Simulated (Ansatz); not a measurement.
## CH4ClO2V, SMILES [CH3][V](=[O])([OH])[Cl]: a single point from an input written key by key

Run with Ansatz 0.2.0 through its Python package.

`ch4clo2v.py`
```python
import ansatz as az

DECK = '''
crystal:
  periodic: [false, false, false]
  atoms:
    - { symbol: C, position_ang: [-0.3501, -0.8365, -1.002] }
    - { symbol: V, position_ang: [0.6383, 0.3671, 0.4497] }
    - { symbol: O, position_ang: [2.1672, -0.3675, 0.7722] }
    - { symbol: O, position_ang: [-0.347, 0.4523, 2.1] }
    - { symbol: Cl, position_ang: [0.9655, 2.5302, -0.3825] }
    - { symbol: H, position_ang: [-0.4549, -1.831, -0.6777] }
    - { symbol: H, position_ang: [0.1711, -0.7373, -1.9759] }
    - { symbol: H, position_ang: [-1.3854, -0.3716, -1.1495] }
    - { symbol: H, position_ang: [-1.3163, 0.748, 1.8487] }
basis:
  gaussian: { orbitals: def2-SVP }
hamiltonian:
  xc: r2scan
'''

session = az.Session.from_yaml(DECK)
summary = session.plan(threads=1).execute().report

for key in ('converged', 'free_energy_ev', 'reference_energy_ev', 'n_frozen', 'n_occupied', 'n_virtual'):
    print(f'{key:22s} {summary[key]}')
symbols = ['C', 'V', 'O', 'O', 'Cl', 'H', 'H', 'H', 'H']
state = summary['mean_field']['state']
print(f'mean field: {state["energy"]["hartree"]:.7f} Ha, <S^2> = {abs(state["spin_squared"]):.4f}, stability: {state.get("stability", {}).get("kind")}')
```

```console
$ python ch4clo2v.py
converged              True
free_energy_ev         -43394.01944638293
reference_energy_ev    -43394.01944638293
n_frozen               0
n_occupied             [33, 33]
n_virtual              [78, 78]
mean field: -1594.7008011 Ha, <S^2> = 0.0000, stability: minimum
```

Reading the output:
- Total energies depend on the basis set; only differences at equal settings carry meaning.
- The geometry is a force-field or estimated start, not a minimum of this method, and the basis set is short of its limit.
- Timing: 20 s on 1 thread of Arm Neoverse N1, with other jobs on the host, peak memory 0.23 GiB.
